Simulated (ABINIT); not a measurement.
Crystal: HfB.

```
Hf B
1.0
     0.00000    2.31000    2.31000
     2.31000    0.00000    2.31000
     2.31000    2.31000    0.00000
Hf B
1 1
Direct
  0.50000 0.50000 0.50000
  0.00000 0.00000 0.00000
```

| Item | Value |
| --- | --- |
| Program | ABINIT 10.8.3 (patched build) |
| Task | relaxation of cell and atoms |
| Functional | PBEsol |
| Potentials or basis | PseudoDojo NC SR PBEsol v0.4.1 standard |
| Cutoff | 1034 eV |
| k mesh | 8 × 8 × 8 |
| Occupations | fermi-dirac, width 0.05 eV |
| Spin | no spin polarisation |

At the start: pressure 24.9 GPa; volume 12.33 Å³/atom.

How do energy, volume and symmetry change on relaxing?

Over 5 steps the energy falls by 103.4 meV/atom and the volume is 13.78 Å³/atom (+11.8 %); space group Fm-3m (No. 225, to 0.05 Å).

The path:
```
step  energy change (eV)  largest force (eV/Å)  pressure (GPa)  volume (Å³)
   1              0.0000                0.0000           24.95        24.65
   2             -0.1860                0.0000            6.98        26.58
   3             -0.2065                0.0000            0.75        27.45
   4             -0.2067                0.0000            0.03        27.56
   5             -0.2067                0.0000            0.00        27.56
```

Final structure:
```cif
data_structure
_symmetry_space_group_name_H-M 'P 1'
_symmetry_Int_Tables_number 1
_cell_length_a 3.3905
_cell_length_b 3.3905
_cell_length_c 3.3905
_cell_angle_alpha 60.000
_cell_angle_beta 60.000
_cell_angle_gamma 60.000
_cell_volume 27.56
loop_
_atom_site_label
_atom_site_type_symbol
_atom_site_fract_x
_atom_site_fract_y
_atom_site_fract_z
_atom_site_occupancy
Hf1 Hf 0.50000 0.50000 0.50000 1
B1 B 0.00000 0.00000 0.00000 1
```

Caveat: the volume moved by +12 % from the deposited cell, more than functionals usually miss.
